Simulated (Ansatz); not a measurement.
**B2H4SO: one molecule under many settings**

Computed with Ansatz 0.2.0, Gaussian basis. Level: the settings change from run to run.

## (1) The relaxed structure

The structure was relaxed beforehand with PBE0-D4/def2-TZVP.

SMILES `OBBS`, 8 atoms, charge 0, spin multiplicity 1.

Atoms are counted from 1 here; the program's logs count them from 0.

Bond lengths: O1–B2 1.356 Å, O1–H5 0.961 Å, B2–B3 1.686 Å, B2–H6 1.210 Å, B3–S4 1.771 Å, B3–H7 1.196 Å, S4–H8 1.345 Å. Angles: B2–O1–H5 113.4°, O1–B2–B3 120.7°, O1–B2–H6 118.5°, B3–B2–H6 120.8°, B2–B3–S4 119.9°, B2–B3–H7 122.0°, S4–B3–H7 118.0°, B3–S4–H8 100.3°.

## (2) B2PLYP/aug-pcseg-2

This run has atoms shaken by 0.15 Å, high accuracy.

The input, in.yaml:

```yaml
crystal:
  periodic: [false, false, false]
  atoms:
    - {symbol: O, position_ang: [-1.523616, -1.015975, 0.823525]}
    - {symbol: B, position_ang: [-0.958287, 0.143890, -0.156668]}
    - {symbol: B, position_ang: [0.626166, 0.620788, -0.021923]}
    - {symbol: S, position_ang: [1.741329, -0.364173, -0.814640]}
    - {symbol: H, position_ang: [-2.147923, -1.370125, 0.555254]}
    - {symbol: H, position_ang: [-1.602894, 0.314288, -0.798155]}
    - {symbol: H, position_ang: [1.025271, 1.567915, 0.742612]}
    - {symbol: H, position_ang: [3.194645, 0.044775, -0.352689]}
basis:
  gaussian: {orbitals: aug-pcseg-2}
hamiltonian: {xc: {name: B2PLYP}}
accuracy: high
output: {forces: true}
```

Command:

```bash
ansatz run in.yaml --threads 2 --pin off --events-out ev --progress --plain --max-ram 4352MiB
```

What time and memory should one allow on 2 threads of Arm Neoverse V2, shared host?

About 1.7 min, with a peak of 2.2 GiB.
